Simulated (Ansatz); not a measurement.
Working through a relaxation of cell and ions of Rb₂LiSbF₆, space group Fm-3m

With Ansatz 0.2.0, Python API.

Interactive session:
```pycon
>>> import json
>>> import ansatz
>>> import matplotlib.pyplot as plt
>>> import numpy as np
>>> from pymatgen.core import Lattice, Structure
>>> from pymatgen.io.ase import AseAtomsAdaptor
>>> def edges_and_angles(cell):
...     cell = np.asarray(cell)
...     a, b, c = np.linalg.norm(cell, axis=1)
...     cosines = cell[1] @ cell[2] / (b * c), cell[0] @ cell[2] / (a * c), cell[0] @ cell[1] / (a * b)
...     return (a, b, c, *np.degrees(np.arccos(cosines)))
...
>>> pmg_structure = Structure(
...     Lattice([(0.0, 4.37836, 4.37836), (4.37836, 0.0, 4.37836), (4.37836, 4.37836, 0.0)]),
...     ["Rb", "Rb", "Li", "Sb", "F", "F", "F", "F", "F", "F"],
...     [
...         (0.75, 0.75, 0.75),
...         (0.25, 0.25, 0.25),
...         (0.5, 0.5, 0.5),
...         (0.0, 0.0, 0.0),
...         (0.74687, 0.25313, 0.25313),
...         (0.25313, 0.25313, 0.74687),
...         (0.25313, 0.74687, 0.74687),
...         (0.25313, 0.74687, 0.25313),
...         (0.74687, 0.25313, 0.74687),
...         (0.74687, 0.74687, 0.25313),
...     ],
... )
>>> crystal = ansatz.Crystal.from_ase(AseAtomsAdaptor.get_atoms(pmg_structure))
>>> crystal.resolved().sites[-1]
Site(symbol='F', position=(0.74687, 0.74687, 0.25312999999999997), moment=None, axis=None, held=None, saved=None)
>>> # only the volume may change
>>> model = (
...     crystal.calculation()
...     .functional("r2scan")
...     .pseudopotentials("paw")
...     .basis(530)  # cutoff of the orbital basis
...     .kpoints(4)  # sampling of the Brillouin zone
...     .occupations("fixed")
...     .relax(force_tolerance=0.005, fix_cell=["shape"], stress_tolerance=0.05)
...     .potential()
... )
>>> out = model.run(threads=1, backend="cpu", events_out="rb2lisbf6.ndjson")
>>> with open("rb2lisbf6.ndjson") as stream:
...     events = [json.loads(line) for line in stream]
...
>>> steps = [e["data"] for e in events if e["event"] == "relax_step"]
>>> summary = out.report
>>> out.lattice.cell_ang
array([[-8.32379240e-18,  4.28801045e+00,  4.28801045e+00],
       [ 4.28801045e+00,  3.60322141e-18,  4.28801045e+00],
       [ 4.28801045e+00,  4.28801045e+00, -2.45790207e-18]])
>>> summary["mixing_algorithm"], summary["preconditioner"], summary["eigensolver"]
('MSR1', 'Resta', 'band_cg')
>>> type(out).__name__, type(summary).__name__
('RunOutcome', 'dict')
>>> print("step   energy (eV)     max comp. (eV/A)   P (GPa)  SCF")
step   energy (eV)     max comp. (eV/A)   P (GPa)  SCF
>>> for s in steps:
...     print(f"{s['step']:4d} {s['lagrangian_ev']:15.5f} {s['allowed_force_max_ev_ang']:12.4f} {s['pressure_gpa']:10.3f} {s['n_scf']:5d}")
...
   1    -18129.29217       0.0409     -2.394     7
   2    -18129.36358       0.1932     -0.057     6
   3    -18129.37828       0.0148      0.093     6
   4    -18129.37810       0.0003     -0.012     5
   5    -18129.37008       0.0004     -0.010     6
>>> first, last = steps[0], steps[-1]
>>> symbols = [site.symbol for site in out.lattice.sites]
>>> print(f"energy gained {first['lagrangian_ev'] - last['lagrangian_ev']:.4f} eV in {len(steps) - 1} steps")
energy gained 0.0779 eV in 4 steps
>>> for label, vectors in (("before", first["cell_ang"]), ("after", out.lattice.cell_ang)):
...     print(label, "a b c (A) {:.4f} {:.4f} {:.4f}  angles {:.2f} {:.2f} {:.2f}".format(*edges_and_angles(vectors)), f" V = {abs(np.linalg.det(vectors)):.3f} A^3")
...
before a b c (A) 6.1919 6.1919 6.1919  angles 60.00 60.00 60.00  V = 167.867 A^3
after a b c (A) 6.0642 6.0642 6.0642  angles 60.00 60.00 60.00  V = 157.688 A^3
>>> print("final stress xx yy zz (GPa, compression positive):", np.round(np.diag(summary["stress_gpa"]), 3) + 0.0)
final stress xx yy zz (GPa, compression positive): [-0.01 -0.01 -0.01]
>>> print("atom   start x y z (A)              end x y z (A)")
atom   start x y z (A)              end x y z (A)
>>> for symbol, a, b in zip(symbols, first["positions_ang"], last["positions_ang"]):
...     print(f"{symbol:3s}", " ".join(f"{v:8.4f}" for v in a), "  ", " ".join(f"{v:8.4f}" for v in b))
...
Rb    6.5675   6.5675   6.5675      6.4320   6.4320   6.4320
Rb    2.1892   2.1892   2.1892      2.1440   2.1440   2.1440
Li    4.3784   4.3784   4.3784      4.2880   4.2880   4.2880
Sb    0.0000   0.0000   0.0000      0.0000  -0.0000  -0.0000
F     2.2166   4.3784   4.3784      2.1993   4.2880   4.2880
F     4.3784   4.3784   2.2166      4.2880   4.2880   2.1993
F     6.5401   4.3784   4.3784      6.3767   4.2880   4.2880
F     4.3784   2.2166   4.3784      4.2880   2.1993   4.2880
F     4.3784   6.5401   4.3784      4.2880   6.3767   4.2880
F     4.3784   4.3784   6.5401      4.2880   4.2880   6.3767
>>> print("relaxed fractional positions")
relaxed fractional positions
>>> for site in out.lattice.sites:
...     print(f"  {site.symbol:2s}", " ".join(f"{v % 1:8.5f}" for v in np.round(site.position_frac, 5)))
...
  Rb  0.75000  0.75000  0.75000
  Rb  0.25000  0.25000  0.25000
  Li  0.50000  0.50000  0.50000
  Sb  0.00000  0.00000  0.00000
  F   0.74355  0.25645  0.25645
  F   0.25645  0.25645  0.74355
  F   0.25645  0.74355  0.74355
  F   0.25645  0.74355  0.25645
  F   0.74355  0.25645  0.74355
  F   0.74355  0.74355  0.25645
>>> fig, (top, bottom) = plt.subplots(2, 1, sharex=True, figsize=(4.5, 4))
>>> top.plot([s["lagrangian_ev"] - last["lagrangian_ev"] for s in steps], "o-")
[<matplotlib.lines.Line2D object at 0x...>]
>>> top.set_ylabel("E - E(final) (eV)")
Text(0, 0.5, 'E - E(final) (eV)')
>>> bottom.semilogy([max(s["allowed_force_max_ev_ang"], 1e-6) for s in steps], "s-")
[<matplotlib.lines.Line2D object at 0x...>]
>>> bottom.set(xlabel="step", ylabel="largest force (eV/A)")
[Text(0.5, 0, 'step'), Text(0, 0.5, 'largest force (eV/A)')]
>>> fig.tight_layout()
>>> fig.savefig("relax.png", dpi=100)
>>> for key in ("converged", "n_iterations", "n_electrons", "n_kpoints", "n_pw", "n_symmetry_ops", "free_energy_ev", "fermi_energy_ev"):
...     print(f"{key:18s} {summary[key]}")
...
converged          True
n_iterations       6
n_electrons        78.0
n_kpoints          8
n_pw               4381
n_symmetry_ops     48
free_energy_ev     -18129.37007935189
fermi_energy_ev    4.712571957564247
>>> v = out.potential()
>>> line = v.v_es_ev.mean(axis=(0, 1))
>>> print("planar mean of the electrostatic potential along the third grid axis (eV):")
planar mean of the electrostatic potential along the third grid axis (eV):
>>> np.round(line[:: max(len(line) // 12, 1)], 3)
array([ 4.395,  4.265,  0.402, -3.214,  1.567,  7.206,  7.424,  7.206,
        1.567, -3.214,  0.402,  4.265])
```

Notes:
- Absolute energies stand on the zero of these potentials, so only differences at equal settings mean something. A total without «per atom» is that of the whole cell that was run.
- Under fixed occupations the level called the Fermi level is the highest filled one on the SCF mesh; off the mesh a filled band can lie a little above it.
- Only differences from the Fermi energy are physical; the zero of the scale is a convention.
- Energies along a relaxation are free energies. Rows at an unchanged volume are solved on a plane-wave basis chosen afresh for that cell, so the energy can jump there; the script counts such rows among its steps.
- Edges and angles are those of the cell as typed, here a primitive one, not of the conventional cell.
- The structure comes from a database of computed cells and needn't be a stable or known phase.
- The whole script took 52 s on 1 thread of Arm Neoverse V1, with other jobs on the host, peak memory 1.1 GiB.
